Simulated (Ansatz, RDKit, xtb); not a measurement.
# C5H7BN2: ranking a sample of isomers

A sample of isomers of C5H7BN2 is drawn. Aim: find which of them has the lowest free energy at 298.15 K, then its properties. The sample is small against all isomers, and the most stable one of this formula need not be in it.

The funnel: GFN2-xTB relaxations, single points with a density functional, relaxations at PBE0-D3(BJ)/def2-SVP, harmonic vibrations (at GFN2-xTB), and a last energy at a higher level. All values are calculated.

**1. Possible bonding patterns**

Isomers were taken from a list of plausible structures; this is a sample, not all of them. That gives 4 candidates.

| label | SMILES | spin |
| --- | --- | --- |
| c503 | N#C[C@@H]1[BH2-][N+]#CCC1 | singlet |
| c547 | C=C[B@H-](C#N)[N+]#CC | singlet |
| c827 | C=C([BH2-][N+]#CC)C#N | singlet |
| c917 | CC#CB(C#N)NC | singlet |

Candidates are built by distance geometry, with a force field where one applies, in up to four conformers (letters a to d).

**2. Cheap relaxation of all starts**

All 8 starts are relaxed the same way. One of them, c917a (taken from a list of plausible isomers, embedded by distance geometry and UFF), in full:

Input file start.xyz:

```xyz
15
c917a
C     -0.040574     2.962235     2.121746
C     -0.393451     1.941644     1.172581
C     -0.684004     1.054927     0.327452
C     -0.420450    -0.028920    -2.070064
C     -3.287384    -0.686367     0.052094
B     -1.071776    -0.023549    -0.641286
N      0.101183    -0.001049    -3.100569
N     -1.942669    -1.218794    -0.244269
H      0.144817     3.920291     1.549847
H     -0.947140     3.075391     2.800175
H      0.825214     2.657686     2.701488
H     -1.623828    -1.609746     0.623321
H     -3.754867    -0.187762    -0.879542
H     -3.960600    -1.597503     0.254609
H     -3.313365    -0.010875     0.887228
```

The run is started by

```bash
xtb start.xyz --gfn 2 --opt
```

Output, cut to the lines that bear on the results:

```text
* xtb version 6.7.1
[...]
          :  # basis functions                  39          :
[...]
          :  # electrons                        40          :
[...]
          :  Hamiltonian                  GFN2-xTB          :
[...]
          :  net charge                          0          :
          :  unpaired electrons                  0          :
[...]
   *** convergence criteria satisfied after 12 iterations ***
[...]
   *** GEOMETRY OPTIMIZATION CONVERGED AFTER 35 ITERATIONS ***
[...]
   *** convergence criteria satisfied after 3 iterations ***
[...]
         ::                     SUMMARY                     ::
         :::::::::::::::::::::::::::::::::::::::::::::::::::::
         :: total energy             -21.275988496818 Eh    ::
         :: gradient norm              0.000593451955 Eh/a0 ::
         :: HOMO-LUMO gap              3.647772704755 eV    ::
         ::.................................................::
         :: SCC energy               -21.696153445077 Eh    ::
         :: -> isotropic ES            0.036908117638 Eh    ::
         :: -> anisotropic ES          0.005427879541 Eh    ::
         :: -> anisotropic XC          0.028450575774 Eh    ::
         :: -> dispersion             -0.008527293611 Eh    ::
         :: repulsion energy           0.420164948258 Eh    ::
         :: add. restraining           0.000000000000 Eh    ::
         :: total charge               0.000000000000 e     ::
         :::::::::::::::::::::::::::::::::::::::::::::::::::::
[...]
        20        2.0000           -0.3862979             -10.5117 (HOMO)
        21                         -0.2522447              -6.8639 (LUMO)
[...]
     #   Z          covCN         q      C6AA      α(0)
     1   6          3.753    -0.088    22.245     6.726
     2   6          1.960    -0.031    31.904     9.121
     3   6          1.887    -0.134    34.881     9.539
     4   6          1.815     0.039    30.177     8.876
     5   6          3.684    -0.040    21.499     6.639
     6   5          2.652     0.244    17.985     7.146
     7   7          0.911    -0.245    26.399     7.431
     8   7          2.610    -0.198    25.320     7.473
     9   1          0.925     0.054     2.265     2.354
    10   1          0.924     0.052     2.296     2.370
    11   1          0.925     0.055     2.256     2.349
    12   1          0.860     0.151     1.394     1.850
    13   1          0.925     0.060     2.203     2.321
    14   1          0.924     0.041     2.437     2.441
[...]
     #   Z sym  total        # sym  WBO       # sym  WBO       # sym  WBO
 ---------------------------------------------------------------------------
     1   6      3.996 --     2      1.070     9      0.964    10      0.963
                            11      0.960
     2   6      3.970 --     3      2.775     1      1.070
     3   6      3.955 --     2      2.775     6      1.034
     4   6      3.883 --     7      2.882     6      0.954
     5   6      3.979 --     8      1.025    13      0.981    15      0.976
                            14      0.976
     6   5      3.511 --     8      1.380     3      1.034     4      0.954
     7   7      3.007 --     4      2.882
     8   7      3.468 --     6      1.380     5      1.025    12      0.953
     9   1      0.996 --     1      0.964
    10   1      0.995 --     1      0.963
    11   1      0.994 --     1      0.960
[...]
molecular dipole:
                 x           y           z       tot (Debye)
 q only:       -0.591      -0.168       1.264
   full:       -0.742      -0.143       1.804       4.972
molecular quadrupole (traceless):
[...]
          | TOTAL ENERGY              -21.275988496818 Eh   |
          | GRADIENT NORM               0.000593451955 Eh/α |
          | HOMO-LUMO GAP               3.647772704755 eV   |
           -------------------------------------------------
[...]
```

Run time: 0.15 s. Hardware: 4 threads of Arm Neoverse V2, shared host.

**3. What the search left**

8 of the 8 relaxations converged; 1 ended on a minimum already found. 7 distinct structures remain:

| label | start | SMILES after | spin | energy (kcal/mol) |
| --- | --- | --- | --- | --- |
| c917a | drawn | CC#CB(C#N)NC | singlet | 0.0 |
| c917c | drawn | CC#CB(C#N)NC | singlet | 0.1 |
| c503b | drawn | N#C[C@@H]1[BH2-][N+]#CCC1 | singlet | 7.0 |
| c503a | drawn | N#C[C@@H]1[BH2-][N+]#CCC1 | singlet | 8.4 |
| c827a | drawn | C=C([BH2-][N+]#CC)C#N | singlet | 12.7 |
| c547a | drawn | C=C[B@H-](C#N)[N+]#CC | singlet | 20.5 |
| c547b | drawn | C=C[B@H-](C#N)[N+]#CC | singlet | 21.3 |

**4. Screening with a density functional**

A choice of the minima (the low ones first, few conformers of a pattern, up to a cap) and the lowest that fell apart get a single point at r2SCAN-D4/def2-SVP on the tight-binding geometry, and one at HF/STO-3G for comparison. The lowest singlets are also tried as triplets at the same geometry (label ending in t). The first, c917a:

Input file input.yaml:

```yaml
crystal:
  periodic: [false, false, false]
  atoms:
    - {symbol: C, position_ang: [0.532847, 3.091074, 2.201463]}
    - {symbol: C, position_ang: [-0.169119, 2.145153, 1.364402]}
    - {symbol: C, position_ang: [-0.760663, 1.352209, 0.674344]}
    - {symbol: C, position_ang: [-1.060412, 0.302050, -1.708287]}
    - {symbol: C, position_ang: [-3.250108, -1.415442, -0.510371]}
    - {symbol: B, position_ang: [-1.475984, 0.374996, -0.232836]}
    - {symbol: N, position_ang: [-0.740516, 0.254005, -2.809836]}
    - {symbol: "N", position_ang: [-2.486687, -0.445621, 0.236974]}
    - {symbol: H, position_ang: [0.973346, 3.877435, 1.588878]}
    - {symbol: H, position_ang: [-0.153187, 3.540094, 2.920026]}
    - {symbol: H, position_ang: [1.328306, 2.581660, 2.745634]}
    - {symbol: H, position_ang: [-2.756435, -0.398600, 1.209827]}
    - {symbol: H, position_ang: [-2.920664, -1.416000, -1.548088]}
    - {symbol: H, position_ang: [-3.112687, -2.419550, -0.097368]}
    - {symbol: H, position_ang: [-4.316930, -1.175854, -0.479951]}
basis:
  gaussian:
    orbitals: def2-SVP
hamiltonian:
  xc: r2scan
  dispersion: d4
scf:
  lower_state_search: "off"
```

The run is started by

```bash
ansatz run input.yaml --threads 4 --pin off --max-ram 7830MiB --events-out events.jsonl --progress --plain --runs-dir runs
```

Output, cut to the lines that bear on the results:

```text
Warning: RAYON_NUM_THREADS=4 ignored (pool sized by the plan → 4); use --threads N
Functional definition: r2SCAN
  name "r2SCAN"
[...]
1694 factors; their error is unknown
[...]
mean field -8942.95314350 eV, -328.6474662722 hartree, gradient 3.9e-6 eV, S^2 0.000000; 0 other end points of the search recorded, 0 dependent functions left out
reference -8942.95315494 eV, -328.6474666927 hartree; 28, 28 occupied and 119, 119 virtual orbitals, 1694 factors
Total energy: -8943.03781961 eV, -328.6505780619 hartree
Checks for a lower state left out: stability, starts, cluster_reference, orbital_swaps, neighbouring_geometries, increment
```

Wall time 1.6 s (4 threads of Arm Neoverse V2, shared host); peak memory 0.19 GiB.

Relative energies in kcal/mol, each column from its lowest structure that stays in one piece:

| label | SMILES | spin | GFN2-xTB | HF/STO-3G | r2SCAN-D4/def2-SVP |
| --- | --- | --- | --- | --- | --- |
| c917c | CC#CB(C#N)NC | singlet | 0.1 | 0.0 | 0.0 |
| c917a | CC#CB(C#N)NC | singlet | 0.0 | 0.1 | 0.1 |
| c547a | C=C[B@H-](C#N)[N+]#CC | singlet | 20.5 | 40.7 | 24.5 |
| c547b | C=C[B@H-](C#N)[N+]#CC | singlet | 21.3 | 41.2 | 26.0 |
| c827a | C=C([BH2-][N+]#CC)C#N | singlet | 12.7 | 53.2 | 34.3 |
| c503b | N#C[C@@H]1[BH2-][N+]#CCC1 | singlet | 7.0 | 41.3 | 37.0 |
| c503a | N#C[C@@H]1[BH2-][N+]#CCC1 | singlet | 8.4 | 44.3 | 40.0 |
| c917ct | CC#CB(C#N)NC | triplet | – | – | 92.4 |
| c547at | C=C[B@H-](C#N)[N+]#CC | triplet | – | – | 122.5 |

**5. Relaxing the best candidates**

3 candidates are relaxed at PBE0-D3(BJ)/def2-SVP (chosen among the lowest in one piece, one conformer a pattern). The first, c917c:

Input file input.yaml:

```yaml
crystal:
  periodic: [false, false, false]
  atoms:
    - symbol: C
      position_ang: [-2.519439, 2.881191, 0.794470]
    - symbol: C
      position_ang: [-1.881487, 1.818707, 0.051211]
    - symbol: C
      position_ang: [-1.347430, 0.931726, -0.567648]
    - symbol: C
      position_ang: [-0.690909, -0.051029, -2.909502]
    - symbol: C
      position_ang: [0.032603, -1.543115, 0.615015]
    - symbol: B
      position_ang: [-0.687290, -0.161227, -1.378846]
    - symbol: "N"
      position_ang: [-0.693994, 0.036313, -4.054209]
    - symbol: N
      position_ang: [-0.077385, -1.258211, -0.794838]
    - symbol: H
      position_ang: [-2.981219, 3.592596, 0.109900]
    - symbol: H
      position_ang: [-3.287292, 2.470083, 1.450338]
    - symbol: H
      position_ang: [-1.780820, 3.403665, 1.403168]
    - symbol: H
      position_ang: [0.351254, -1.968002, -1.372322]
    - symbol: H
      position_ang: [1.081869, -1.617130, 0.915013]
    - symbol: H
      position_ang: [-0.461882, -2.487591, 0.859919]
    - symbol: H
      position_ang: [-0.440378, -0.739948, 1.177612]
basis:
  gaussian:
    orbitals: def2-SVP
hamiltonian:
  xc: pbe0
  dispersion: d3bj
scf:
  lower_state_search: off
relax:
  f_tol: 0.006
```

The run is started by

```bash
ansatz run input.yaml --threads 4 --pin off --max-ram 7830MiB --events-out events.jsonl --progress --plain --runs-dir runs
```

Output, cut to the lines that bear on the results:

```text
Warning: RAYON_NUM_THREADS=4 ignored (pool sized by the plan → 4); use --threads N
[...]
Functional definition: PBE0
  name "PBE0"
[...]
1694 factors; integrals over basis functions are off by at most 3.8e-4 eV
[...]
mean field -8937.65407998 eV, -328.4527292797 hartree, gradient 5.7e-6 eV, S^2 0.000000; 0 other end points of the search recorded, 0 dependent functions left out
[...]
reference -8937.65411315 eV, -328.4527304988 hartree; 28, 28 occupied and 119, 119 virtual orbitals, 1694 factors
relax step   1: F+E_penalty+E_count = -8937.93689605 eV  Δ(F+E_penalty+E_count) = +0.000e0 eV  max|allowed force component| = 1.530e0 eV/Å  Δτ_max = 0.0000 Å  (17 SCF iters, accepted)
[...]
relax step   7: F+E_penalty+E_count = -8937.98786630 eV  Δ(F+E_penalty+E_count) = +3.165e-5 eV  max|allowed force component| = 4.311e-2 eV/Å  Δτ_max = 0.0090 Å  (23 SCF iters, rejected (line search))
[...]
Atom 6 at    -0.667640    -0.013766    -4.090570 Å, force    -0.000210     0.000476     0.003045 eV/Å
Atom 7 at    -0.070706    -1.271127    -0.798657 Å, force    -0.000332     0.001648     0.000839 eV/Å
Atom 8 at    -3.004161     3.630831     0.122416 Å, force    -0.000342     0.000404    -0.000060 eV/Å
Atom 9 at    -3.314028     2.508511     1.472037 Å, force    -0.000435     0.000133     0.000216 eV/Å
Atom 10 at    -1.804440     3.447627     1.426811 Å, force    -0.000405    -0.000029    -0.000126 eV/Å
Atom 11 at     0.347301    -1.960334    -1.414213 Å, force    -0.000803     0.000894    -0.000632 eV/Å
Atom 12 at     1.099413    -1.635321     0.919659 Å, force     0.000081    -0.000489    -0.000059 eV/Å
Atom 13 at    -0.449396    -2.516955     0.862477 Å, force     0.000724    -0.000117     0.000181 eV/Å
Atom 14 at    -0.433217    -0.763179     1.185834 Å, force    -0.000039    -0.000889     0.000843 eV/Å
Dipole moment:     0.034274    -0.131172     1.073585 e Å
Checks for a lower state left out: stability, starts, cluster_reference, orbital_swaps, neighbouring_geometries, increment
```

Run time: 15 s. Hardware: 4 threads of Arm Neoverse V2, shared host; peak memory 0.38 GiB.

Energy change by step (eV): 0.0000, -0.0463, -0.0504, -0.0498, -0.0510, -0.0510, -0.0510, -0.0511.

After the run. Bond lengths: C1–C2 1.450 Å, C2–C3 1.219 Å, C3–B6 1.524 Å, C4–B6 1.560 Å, C4–N7 1.160 Å, C5–N8 1.441 Å, B6–N8 1.392 Å, C1–H9 1.101 Å, C1–H10 1.101 Å, C1–H11 1.101 Å, N8–H12 1.014 Å, C5–H13 1.103 Å, C5–H14 1.103 Å, C5–H15 1.098 Å. Some angles: C1–C2–C3 179.7°, C2–C3–B6 178.4°, C3–B6–C4 119.8°, C3–B6–N8 123.0°, C4–B6–N8 117.2°, B6–C4–N7 179.6°, C5–N8–B6 127.0°, C2–C1–H9 111.2°, C2–C1–H10 110.9°, C2–C1–H11 110.8°.

**6. Ranking at PBE0-D3(BJ)/def2-SVP**

| label | spin | r2SCAN-D4/def2-SVP (kcal/mol) | PBE0-D3(BJ)/def2-SVP, relaxed (kcal/mol) | time |
| --- | --- | --- | --- | --- |
| c917c | singlet | 0.0 | 0.0 | 15 s |
| c547a | singlet | 24.5 | 22.6 | 17 s |
| c827a | singlet | 34.3 | 28.7 | 88 s |

c917c: Bond lengths: C1–C2 1.450 Å, C2–C3 1.219 Å, C3–B6 1.524 Å, C4–B6 1.560 Å, C4–N7 1.160 Å, C5–N8 1.441 Å, B6–N8 1.392 Å, C1–H9 1.101 Å, C1–H10 1.101 Å, C1–H11 1.101 Å, N8–H12 1.014 Å, C5–H13 1.103 Å, C5–H14 1.103 Å, C5–H15 1.098 Å. Some angles: C1–C2–C3 179.7°, C2–C3–B6 178.4°, C3–B6–C4 119.8°, C3–B6–N8 123.0°, C4–B6–N8 117.2°, B6–C4–N7 179.6°, C5–N8–B6 127.0°, C2–C1–H9 111.2°, C2–C1–H10 110.9°, C2–C1–H11 110.8°.

c547a: Bond lengths: C1–C2 1.336 Å, C4–C5 1.444 Å, C2–B6 1.599 Å, C3–B6 1.585 Å, C3–N7 1.160 Å, C4–N8 1.148 Å, B6–N8 1.553 Å, C1–H9 1.098 Å, C1–H10 1.095 Å, C2–H11 1.099 Å, B6–H12 1.225 Å, C5–H13 1.100 Å, C5–H14 1.099 Å, C5–H15 1.100 Å. Some angles: C1–C2–B6 128.4°, C5–C4–N8 179.3°, C2–B6–C3 113.9°, C2–B6–N8 109.3°, C3–B6–N8 106.0°, B6–C3–N7 179.7°, C4–N8–B6 178.2°, C1–C2–H11 117.3°, B6–C2–H11 114.3°, C2–C1–H9 122.2°.

c827a: Bond lengths: C1–C2 1.344 Å, C3–C4 1.443 Å, C2–C5 1.432 Å, C2–B6 1.629 Å, C3–N7 1.149 Å, B6–N7 1.542 Å, C5–N8 1.163 Å, C1–H9 1.094 Å, C1–H10 1.093 Å, B6–H11 1.220 Å, B6–H12 1.224 Å, C4–H13 1.099 Å, C4–H14 1.099 Å, C4–H15 1.101 Å. Some angles: C1–C2–C5 119.8°, C1–C2–B6 124.1°, C5–C2–B6 116.0°, C4–C3–N7 176.4°, C2–C5–N8 171.8°, C2–B6–N7 105.8°, C3–N7–B6 168.3°, C2–C1–H9 122.4°, C2–C1–H10 120.1°, C3–C4–H13 110.5°.

**7. Are they minima? Harmonic frequencies**

The lowest few in one piece go on as finalists. In this search the thermal terms come from GFN2-xTB at its own nearest minimum. The first, c917c:

Input file start.xyz:

```xyz
15
c917c
C     -2.533637     2.905726     0.804165
C     -1.888537     1.836300     0.067251
C     -1.347522     0.939733    -0.557510
C     -0.677156    -0.072894    -2.932361
C      0.044387    -1.564713     0.607364
B     -0.684460    -0.162411    -1.375422
N     -0.667640    -0.013766    -4.090570
N     -0.070706    -1.271127    -0.798657
H     -3.004161     3.630831     0.122416
H     -3.314028     2.508511     1.472037
H     -1.804440     3.447627     1.426811
H      0.347301    -1.960334    -1.414213
H      1.099413    -1.635321     0.919659
H     -0.449396    -2.516955     0.862477
H     -0.433217    -0.763179     1.185834
```

The run is started by

```bash
xtb start.xyz --gfn 2 --ohess tight
```

Output, cut to the lines that bear on the results:

```text
* xtb version 6.7.1
[...]
          :  # basis functions                  39          :
[...]
          :  # electrons                        40          :
[...]
          :  Hamiltonian                  GFN2-xTB          :
[...]
          :  net charge                          0          :
          :  unpaired electrons                  0          :
[...]
   *** convergence criteria satisfied after 12 iterations ***
[...]
   *** GEOMETRY OPTIMIZATION CONVERGED AFTER 11 ITERATIONS ***
[...]
   *** convergence criteria satisfied after 3 iterations ***
[...]
         ::                     SUMMARY                     ::
         :::::::::::::::::::::::::::::::::::::::::::::::::::::
         :: total energy             -21.275894892865 Eh    ::
         :: gradient norm              0.000178247142 Eh/a0 ::
         :: HOMO-LUMO gap              3.645294030249 eV    ::
         ::.................................................::
         :: SCC energy               -21.696223438834 Eh    ::
         :: -> isotropic ES            0.036662196235 Eh    ::
         :: -> anisotropic ES          0.005487785655 Eh    ::
         :: -> anisotropic XC          0.028468788399 Eh    ::
         :: -> dispersion             -0.008592224206 Eh    ::
         :: repulsion energy           0.420328545969 Eh    ::
         :: add. restraining           0.000000000000 Eh    ::
         :: total charge              -0.000000000000 e     ::
         :::::::::::::::::::::::::::::::::::::::::::::::::::::
[...]
        20        2.0000           -0.3863442             -10.5130 (HOMO)
        21                         -0.2523822              -6.8677 (LUMO)
[...]
molecular dipole:
                 x           y           z       tot (Debye)
 q only:        0.127      -0.319       1.475
   full:        0.163      -0.412       1.907       4.976
molecular quadrupole (traceless):
[...]
          | TOTAL ENERGY              -21.275894892857 Eh   |
          | TOTAL ENTHALPY            -21.151859237575 Eh   |
          | TOTAL FREE ENERGY         -21.199109571890 Eh   |
          | GRADIENT NORM               0.000178170186 Eh/α |
[...]
```

It took 0.16 s on 4 threads of Arm Neoverse V2, shared host.

**8. Thermal terms of the finalists**

As xtb prints them, at 298.15 K, with its own treatment of low modes:

| label | SMILES | spin | lowest mode (cm⁻¹) | zero-point (kcal/mol) | G − E (kcal/mol) |
| --- | --- | --- | --- | --- | --- |
| c917c | CC#CB(C#N)NC | singlet | 9 | 70.8 | 48.2 |
| c547a | C=C[B@H-](C#N)[N+]#CC | singlet | 19i | 68.2 | 45.7 |
| c827a | C=C([BH2-][N+]#CC)C#N | singlet | 30 | 67.5 | 45.7 |

c547a keeps an imaginary mode, a small one that points to a nearly free motion; the harmonic terms are rough for it.

**9. Last filter: a higher level**

Single points at CCSD(T)/def2-SVP + MP2/def2-TZVPP - MP2/def2-SVP on the refined geometries decide the order.

c917c, CCSD(T)/def2-SVP:

Input file input.yaml:

```yaml
crystal:
  periodic: [false, false, false]
  atoms:
    - {symbol: C, position_ang: [-2.533637, 2.905726, 0.804165]}
    - {symbol: C, position_ang: [-1.888537, 1.836300, 0.067251]}
    - {symbol: C, position_ang: [-1.347522, 0.939733, -0.557510]}
    - {symbol: C, position_ang: [-0.677156, -0.072894, -2.932361]}
    - {symbol: C, position_ang: [0.044387, -1.564713, 0.607364]}
    - {symbol: B, position_ang: [-0.684460, -0.162411, -1.375422]}
    - {symbol: N, position_ang: [-0.667640, -0.013766, -4.090570]}
    - {symbol: "N", position_ang: [-0.070706, -1.271127, -0.798657]}
    - {symbol: H, position_ang: [-3.004161, 3.630831, 0.122416]}
    - {symbol: H, position_ang: [-3.314028, 2.508511, 1.472037]}
    - {symbol: H, position_ang: [-1.804440, 3.447627, 1.426811]}
    - {symbol: H, position_ang: [0.347301, -1.960334, -1.414213]}
    - {symbol: H, position_ang: [1.099413, -1.635321, 0.919659]}
    - {symbol: H, position_ang: [-0.449396, -2.516955, 0.862477]}
    - {symbol: H, position_ang: [-0.433217, -0.763179, 1.185834]}
basis:
  gaussian:
    orbitals: def2-SVP
correlation:
  method: ccsd_t
  frozen_orbitals: {B: 1, C: 1, "N": 1, H: 0}
```

The run is started by

```bash
ansatz run input.yaml --threads 4 --pin off --max-ram 7830MiB --events-out events.jsonl --progress --plain --runs-dir runs
```

Output, cut to the lines that bear on the results:

```text
Warning: RAYON_NUM_THREADS=4 ignored (pool sized by the plan → 4); use --threads N
Functional definition: HF
  name "HF"
[...]
1524 factors; integrals over basis functions are off by at most 1.2e-3 eV
[...]
mean field -8891.80962431 eV, -326.7679766083 hartree, gradient 2.1e-6 eV, S^2 0.000000; 0 other end points of the search recorded, 0 dependent functions left out
8 core orbitals not correlated: weight in the atoms' cores, before any rotation towards them, 1.000 or more for the frozen orbitals, at most 0.000 for the correlated occupied ones
reference -8891.80962431 eV, -326.7679766083 hartree; 20, 20 occupied and 119, 119 virtual orbitals, 1524 factors
second order -28.69694527 eV of doubles, -0.00000000 eV of singles
cycle   1  -29.00111453 eV  change   -3.0e-1 eV  update   1.4e-1
[...]
cycle  11  -30.12986340 eV  change   -3.3e-6 eV  update   6.0e-6
perturbative correction -1.18900245 eV, -0.0436950342 hartree
Total energy: -8923.12849016 eV, -327.9189236997 hartree
```

Wall time 31 s (4 threads of Arm Neoverse V2, shared host); peak memory 1.4 GiB.

[end of part 1 of 2]
